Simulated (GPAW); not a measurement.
Crystal: CeC.

```
Ce C
1.0
     0.00000    2.59607    2.59607
     2.59607    0.00000    2.59607
     2.59607    2.59607    0.00000
Ce C
1 1
Cartesian
  0.0000 0.0000 0.0000
  2.5961 2.5961 2.5961
```

The cell comes from a database or a generator and needn't be the stable form of this composition.

* Program: GPAW 26.7.0
* Task: single point
* Functional: PBE
* Potentials or basis: GPAW PAW data sets (gpaw-data 1.2.1)
* Cutoff: 800 eV
* Basis: pw
* k mesh: 9 × 9 × 9
* Occupations: fermi-dirac, width 0.05 eV
* Spin: collinear spin, ferromagnetic start
* Starting moments: [1.0, 0.0] μB

On this cell: pressure 0.0 GPa; net moment 0.00 μB per cell; band gap on the k mesh none (metal or under the smearing width).

The same run follows on a disturbed copy (atoms moved at random, drawn with an rms of 0.05 Å):

```
Ce C
1.0
     0.00000    2.59607    2.59607
     2.59607    0.00000    2.59607
     2.59607    2.59607    0.00000
Ce C
1 1
Direct
  0.00853 0.99727 0.00191
  0.49992 0.50211 0.50278
```

**Question.** What changes?

**Answer.** The energy (extrapolated to zero smearing) moves by +0.0 meV/atom; pressure 0.1 GPa; net moment 0.00 μB per cell; band gap on the k mesh none (metal or under the smearing width).

Caveats: one-centre terms of the f shell are cut off; the magnetic or orbital state may not be the lowest; spin-orbit coupling is left out, which moves the levels of the heavy elements; without U or exact exchange the open f shell lies at the Fermi level, which spoils levels, moments and volumes.
